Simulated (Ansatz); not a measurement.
# ClF2GeH3: a nudged elastic band in two tries

Aim: a band of images between two relaxed ends for this system.

Program: Ansatz 0.2.0. Level of theory: RKS PBE-D4/def2-SVPD. These are calculated values, not measurements.

## (1) The starting structure

Bond lengths: Ge1–H2 1.537 Å, Ge1–F3 1.763 Å, Ge1–F4 1.788 Å, Ge1–H5 1.537 Å, Ge1–H7 0.180 Å. Angles: H2–Ge1–F3 108.0°, H2–Ge1–F4 106.8°, H2–Ge1–H5 122.5°, H2–Ge1–H7 78.0°, F3–Ge1–F4 103.2°, F3–Ge1–H5 108.0°, F3–Ge1–H7 36.9°, F4–Ge1–H5 106.8°, F4–Ge1–H7 92.1°, H5–Ge1–H7 144.3°.

As a file:

```xyz
7

Ge    0.3171   -0.1999    0.0248
H     0.8771   -0.4641    1.4317
F     1.6460    0.3478   -0.9953
F    -0.7255    1.2474    0.1475
H    -0.4789   -1.2551   -0.7599
Cl   -2.7754   -0.2469    1.9249
H     0.4671   -0.0999    0.0248
```

## (2) First attempt

File input.yaml:

```yaml
crystal:
  periodic: [false, false, false]
  atoms:
    - { symbol: Ge, position_ang: [0.317081, -0.199928, 0.024767] }
    - { symbol: H, position_ang: [0.877106, -0.464096, 1.43171] }
    - { symbol: F, position_ang: [1.645958, 0.347848, -0.995259] }
    - { symbol: F, position_ang: [-0.725492, 1.247441, 0.147512] }
    - { symbol: H, position_ang: [-0.478854, -1.25514, -0.759891] }
    - { symbol: Cl, position_ang: [-2.775441, -0.246905, 1.924933] }
    - { symbol: H, position_ang: [0.467081, -0.099928, 0.024767] }
basis:
  gaussian: { orbitals: def2-SVPD }
hamiltonian:
  xc: pbe
  dispersion: d4
neb:
  order_check: false
  images: 9
  f_tol: 0.05
  max_iterations: 8
  final_atoms:
    - { symbol: Ge, position_ang: [-0.70094192, 0.39905988, -0.36565473] }
    - { symbol: H, position_ang: [0.5386635, -1.10550249, 2.21403165] }
    - { symbol: F, position_ang: [0.8525117, 0.96339339, 0.21736857] }
    - { symbol: F, position_ang: [-0.94463165, 1.23798412, -1.88566719] }
    - { symbol: H, position_ang: [-0.67721036, -1.116718, -0.5947845] }
    - { symbol: Cl, position_ang: [-2.2135868, 1.07849872, 1.00046241] }
    - { symbol: H, position_ang: [-0.16360346, -1.33991362, 2.4162438] }
  initial_path: idpp
```

Started as:

```bash
> ansatz run input.yaml --threads 4 --pin off --max-ram 5120MiB --backend cpu --events-out ev --progress --plain --runs-dir out
```

What does the calculation give? Wanted: first try.

The runs gave:

```
 quantity                                                             value
first try                                                     not converged
    cause  the last atom was put 0.18 Å from the first, almost on top of it
```

The program did not catch the first fault at the input check, so it cost a run.
